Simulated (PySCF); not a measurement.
# DyHO2 (Dy(O)(OH)-): the cost of one run

Method: several levels, as the steps say, no spin–orbit coupling; program: PySCF 2.14.0.

1 further run of the same task is left out (for a known fault of the program).

## 1. The system as given

4 atoms, charge -1, spin multiplicity 1.

Bond lengths: Dy1–O2 2.039 Å, Dy1–O3 2.256 Å, O3–H4 0.961 Å. Angles: O2–Dy1–O3 124.5°, Dy1–O3–H4 144.3°.

As a file:

```
atom    x (Å)    y (Å)    z (Å)
 Dy1  -0.0151  -0.0452  -0.3345
  O2   1.6339   0.0272   0.8627
  O3  -2.1425   0.0246   0.4132
  H4  -2.6928   0.0822   1.1995
```

Formal oxidation states: Dy +2. Each metal's 10 4f electrons lie in its core potential, so multiplicities, spins and levels count the valence alone. An earlier session relaxed this geometry at PBE0, Dy lcecp-0-SVP with ECP56, O def2-SVP, H def2-SVP (singlet, point group Cs).

At PBE0 on the finer grid: E = -181.702189 Eh, frontier levels not given, since the 4f levels lie in the core, Mulliken charge on Dy1 +0.18 e, largest force component 0.012 eV/Å. The gap is small, and the closed shell wasn't tested for a lower spin-broken solution. The highest filled level lies above zero; it isn't the detachment energy.

Levels to run: r2SCAN; PBE; PBE0, TZVP. Hardware: 2 threads of Intel Xeon Platinum 8375C at 2.90GHz (Ice Lake), shared host.

## 2. r2SCAN

Input file run.py (the lines that set the calculation):

```python
mol = gto.M(atom='''
Dy    -0.01514    -0.04523    -0.33445
O      1.63394     0.02724     0.86266
O     -2.14247     0.02458     0.41317
H     -2.69276     0.08215     1.19952''',
    basis={'Dy': 'lcecp-0-SVP', 'O': 'def2-SVP', 'H': 'def2-SVP'},
    ecp={'Dy': 'lcecp-0-SVP'},
    charge=-1, spin=0)
mf = dft.RKS(mol, xc='R2SCAN')
mf.grids.atom_grid = (75, 302)  # f atoms: unpruned, at least (60, 302)
mf = mf.density_fit()  # fitting sets: Dy AutoAux, O def2-universal-JKFIT, H def2-universal-JKFIT
mf.conv_tol = 1e-08; mf.max_cycle = 55
mf.kernel(dm0)  # dm0: the density of the relaxed state
```

On the command line:

```sh
> OMP_NUM_THREADS=2 python run.py
```

**Question.** How long does this run take on 2 threads of Intel Xeon Platinum 8375C at 2.90GHz (Ice Lake), shared host?

About 3.6 s.
